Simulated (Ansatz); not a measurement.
# TiBMoC2: the cost of one run

Computed with Ansatz 0.2.0 (DFT PBE, scalar-relativistic, plane waves, PAW, unless a step's input says otherwise).

2 further runs of the same task are left out: 1 that didn't finish, 1 set aside as unsound or not needed.

### 1 The structure to begin with

The structure is hexagonal, space group P6mm (No. 183). The conventional cell has a = 3.652 Å, b = 3.652 Å, c = 5.478 Å, α = 90.00°, β = 90.00°, γ = 120.00°. Ti (site symmetry 6mm) is surrounded by 1 B at 1.48 Å. B (site symmetry 6mm) has 1 Ti at 1.48 Å and 1 Mo at 2.01 Å as nearest neighbours. Mo (site symmetry 6mm) is surrounded by 1 Ti at 1.99 Å and 1 B at 2.01 Å. Around C (site symmetry 3m) lie 3 C at 2.11 Å and 3 B at 2.12 Å.

Coordinates:

```cif
data_structure
_symmetry_space_group_name_H-M 'P6mm'
_symmetry_Int_Tables_number 183
_cell_length_a 3.6525
_cell_length_b 3.6525
_cell_length_c 5.4777
_cell_angle_alpha 90.000
_cell_angle_beta 90.000
_cell_angle_gamma 120.000
_cell_volume 63.29
loop_
_atom_site_label
_atom_site_type_symbol
_atom_site_symmetry_multiplicity
_atom_site_Wyckoff_symbol
_atom_site_fract_x
_atom_site_fract_y
_atom_site_fract_z
_atom_site_occupancy
Ti1 Ti 1 a 0.00000 0.00000 0.16781 1
B1 B 1 a 0.00000 0.00000 0.89769 1
Mo1 Mo 1 a 0.00000 0.00000 0.53098 1
C1 C 2 b 0.33333 0.66667 0.92922 1
```

The cell is invented: random cell by space group and Wyckoff sites (P6mm, No. 183). Its size is a rough estimate.

### 2 Probe: one point on a coarse mesh

Contents of input.yaml:

```yaml
crystal:
  lattice:
    - [3.65248507, 0.0, 0.0]
    - [-1.82624254, 3.16314486, 0.0]
    - [0.0, 0.0, 5.4776991]
  atoms:
    - { symbol: Ti, position: [0.0, 0.0, 0.16781246] }
    - { symbol: B, position: [0.0, 0.0, 0.89768649] }
    - { symbol: Mo, position: [0.0, 0.0, 0.53097741] }
    - { symbol: C, position: [0.33333333, 0.66666667, 0.92921855] }
    - { symbol: C, position: [0.66666667, 0.33333333, 0.92921855] }
basis:
  ecutwfc: 420
kpoints:
  mp_grid: { grid: [6, 6, 4] }
hamiltonian:
  xc: pbe
scf:
  occupations: { method: gaussian, width: 0.1 }
  lower_state_search: "off"
output:
  forces: true
  stress: true
  eigenvalues: true
```

Launch:

```
$ ansatz run input.yaml --threads 1 --pin off --max-ram 2560MiB --backend cpu --events-out ev --progress --plain --runs-dir out
```

What time and memory should one allow on 1 thread of Arm Neoverse V2, shared host?

About 3.4 s, with a peak of 0.35 GiB.
